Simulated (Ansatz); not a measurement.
# C2H3BO: up Jacob's ladder to CCSD(T)

The task here is to estimate one member of a computed series from the others.

Program: Ansatz 0.2.0, Gaussian basis. Level of theory: functionals in def2-TZVPP, the program's frozen cores in correlated methods. These are calculated values, not measurements.

Plan: LDA (SPW92), PBE-D4, revPBE-D4, BLYP-D4, r2SCAN-D4, B97M-V, PBE0-D4, B3LYP-D4, r2SCANh-D4, r2SCAN0-D4, HSE06-D4, BHLYP-D4, CAM-B3LYP-D4, LC-ωPBE, ωB97X-V, ωB97M-V, B2PLYP, PBE-QIDH; CCSD(T)/def2-SVP; CCSD(T)/def2-TZVPP; MP2/def2-QZVPP; extrapolation to the limit; RPA on PBE.

### The relaxed structure

All runs share one geometry, relaxed beforehand with PBE0-D4 in a triple-zeta def2 set.

SMILES `C#CBO`, 7 atoms, charge 0, spin multiplicity 1.

Atoms are counted from 1 here; the program's logs count them from 0.

Bond lengths: C1–C2 1.207 Å, C1–H5 1.066 Å, C2–B3 1.529 Å, B3–O4 1.350 Å, B3–H6 1.194 Å, O4–H7 0.962 Å. Angles: C2–C1–H5 179.7°, C1–C2–B3 179.5°, C2–B3–O4 121.4°, C2–B3–H6 121.4°, O4–B3–H6 117.3°, B3–O4–H7 113.1°.

Geometry (Å):

```mol
C2H3BO
  3D, bonds by distance, orders not assigned

  7  6  0  0  0  0  0  0  0  0999 V2000
   -0.1554   -0.0397    1.8038 C   0  0
    0.0523    0.1408    0.6290 C   0  0
    0.3218    0.3799   -0.8569 B   0  0
   -0.1369   -0.4708   -1.8002 O   0  0
   -0.3358   -0.1940    2.8429 H   0  0
    0.9462    1.3261   -1.2309 H   0  0
   -0.6309   -1.2103   -1.4332 H   0  0
  1  2  8  0
  2  3  8  0
  3  4  8  0
  1  5  8  0
  3  6  8  0
  4  7  8  0
M  END
```

Set-up of the first run:

File in.yaml:

```yaml
crystal:
  periodic: [false, false, false]
  atoms:
    - {symbol: C, position_ang: [-0.155413, -0.039671, 1.803778]}
    - {symbol: C, position_ang: [0.052257, 0.140798, 0.629016]}
    - {symbol: B, position_ang: [0.321757, 0.379891, -0.856943]}
    - {symbol: O, position_ang: [-0.136885, -0.470770, -1.800207]}
    - {symbol: H, position_ang: [-0.335806, -0.194039, 2.842925]}
    - {symbol: H, position_ang: [0.946160, 1.326085, -1.230925]}
    - {symbol: H, position_ang: [-0.630870, -1.210294, -1.433245]}
basis:
  gaussian: {orbitals: def2-TZVPP}
hamiltonian: {xc: lda}
output: {orbitals: {seedname: orbitals}}
```

The run is started by

```console
$ ansatz run in.yaml --threads 2 --pin off --events-out ev --progress --plain --max-ram 4352MiB
```

Among the steps run: LDA; PBE-D4 (GGA); revPBE-D4 (GGA); BLYP-D4 (GGA); r2SCAN-D4 (meta-GGA); B97M-V (meta-GGA); PBE0-D4 (hybrid); B3LYP-D4 (hybrid); r2SCANh-D4 (hybrid); r2SCAN0-D4 (hybrid); HSE06-D4 (hybrid); BHLYP-D4 (hybrid); CAM-B3LYP-D4 (range-separated); LC-ωPBE (range-separated); ωB97X-V (range-separated); ωB97M-V (range-separated); B2PLYP (double hybrid); PBE-QIDH (double hybrid).

One table of the session follows, with a row left open; its other results are not shown here.

It belongs to the step «Frontier levels by functional». 

| functional | HOMO (eV) | gap (eV) |
| --- | --- | --- |
| LDA (SPW92) | -7.32 | 4.78 |
| PBE-D4 | -7.13 | 4.86 |
| revPBE-D4 | -7.06 | 4.89 |
| BLYP-D4 | -6.97 | 4.85 |
| r2SCAN-D4 | -7.37 | 5.35 |
| B97M-V | -7.37 | 5.40 |
| PBE0-D4 | -8.38 | 7.06 |
| B3LYP-D4 | -8.13 | 6.60 |
| r2SCANh-D4 | -7.84 | 6.17 |
| r2SCAN0-D4 | -8.54 | 7.38 |
| HSE06-D4 | ? | ? |
| BHLYP-D4 | -9.47 | 9.21 |
| CAM-B3LYP-D4 | -9.76 | 9.57 |
| LC-ωPBE | -11.21 | 12.19 |
| ωB97X-V | -10.78 | 11.69 |
| ωB97M-V | -10.65 | 11.41 |

Q: Estimate the row for HSE06-D4 from the others.

**Answer.** HOMO (eV): -7.97; gap (eV): 6.27. In the column «HOMO (eV)» it lies between B3LYP-D4 (-8.13) and r2SCANh-D4 (-7.84).
